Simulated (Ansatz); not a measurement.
# Rh: stress in a strained cell

Rh is deformed so: equal xy, yz and zx engineering shear strains of +3 %. What stress and forces result, by LAPW, PAW and all-electron datasets made for the crystal?

Program: Ansatz 0.2.0. Level of theory: DFT PBEsol, scalar-relativistic. These are calculated values, not measurements.

## Step 1: The starting structure

The structure is cubic, space group Fm-3m (No. 225). Conventional cell: a = 3.803 Å, b = 3.803 Å, c = 3.803 Å, α = 90.00°, β = 90.00°, γ = 90.00°. Rh (site symmetry m-3m) has 12 Rh at 2.69 Å as nearest neighbours.

As a file:

```cif
data_structure
_symmetry_space_group_name_H-M 'Fm-3m'
_symmetry_Int_Tables_number 225
_cell_length_a 3.8031
_cell_length_b 3.8031
_cell_length_c 3.8031
_cell_angle_alpha 90.000
_cell_angle_beta 90.000
_cell_angle_gamma 90.000
_cell_volume 55.01
loop_
_atom_site_label
_atom_site_type_symbol
_atom_site_symmetry_multiplicity
_atom_site_Wyckoff_symbol
_atom_site_fract_x
_atom_site_fract_y
_atom_site_fract_z
_atom_site_occupancy
Rh1 Rh 4 a 0.00000 0.00000 0.00000 1
```

The file gives the conventional cell by its symmetry; the runs use the cell typed in the input.

## Step 2: After the deformation

Space group Fm-3m before, R-3m after.

## Step 3: Full-potential LAPW

Contents of input.yaml:

```yaml
crystal:
  lattice:
    - [0.0570465, 1.93007325, 1.93007325]
    - [1.93007325, 0.0570465, 1.93007325]
    - [1.93007325, 1.93007325, 0.0570465]
  atoms:
    - { symbol: Rh, position: [0.0, 0.0, 0.0] }
kpoints:
  mp_grid: { grid: [16, 16, 16] }
  band_path:
    path:
      - [0.0, 0.0, 0.0]
      - [0.5, 0.5, 0.5]
      - [0.2428775097, 0.5, 0.7571224903]
      - [-0.2428775097, 0.2428775097, 0.5]
      - [0.0, 0.0, 0.5]
      - [0.0, 0.0, 0.0]
      - [-0.3714387548, 0.0, 0.3714387548]
      - [0.0, 0.3714387548, 0.6285612452]
      - [0.0, 0.5, 0.5]
    npoints: 5
scf:
  occupations: { method: fermi_dirac, width: 0.08 }
hamiltonian:
  xc: pbesol
  pseudopotentials: { kind: all_electron, lapw: { basis_error: 0.001 } }
output:
  forces: true
  stress: true
  eigenvalues: true
```

Launch:

```
$ ansatz run input.yaml --threads 1 --pin off --max-ram 3072MiB --backend cpu --events-out ev --progress --plain --runs-dir out
```

## Step 4: Frozen-core PAW

Contents of input.yaml:

```yaml
crystal:
  lattice:
    - [0.0570465, 1.93007325, 1.93007325]
    - [1.93007325, 0.0570465, 1.93007325]
    - [1.93007325, 1.93007325, 0.0570465]
  atoms:
    - { symbol: Rh, position: [0.0, 0.0, 0.0] }
kpoints:
  mp_grid: { grid: [16, 16, 16] }
scf:
  occupations: { method: fermi_dirac, width: 0.08 }
hamiltonian:
  xc: pbesol
  pseudopotentials: { kind: paw }
output:
  forces: true
  stress: true
  eigenvalues: true
  efg: { contact_densities: true }
```

## Step 5: Datasets made for this crystal

input.yaml: that of step 4 with these lines changed.

```diff
@@ -13,3 +13,3 @@
   xc: pbesol
-  pseudopotentials: { kind: paw }
+  pseudopotentials: { kind: all_electron, datasets: crystal }
 output:
```

(Steps that only read results are left out.)

Q: Predict the outcome of this session. Wanted: pressure; largest shear or deviatoric stress.

The runs gave:

| quantity | value |
| --- | --- |
| pressure | LAPW -3.94, PAW -3.93, crystal datasets -3.94 GPa |
| largest shear or deviatoric stress (LAPW) | 5.77 GPa |

**Reading.** The largest part of the stress beyond the pressure is 5.77 GPa in size. No run of the undeformed cell stands beside it, so the pressure holds what the given cell had before the change. PAW: stress within 0.01 GPa of LAPW. Crystal datasets: stress within 0.01 GPa of LAPW.
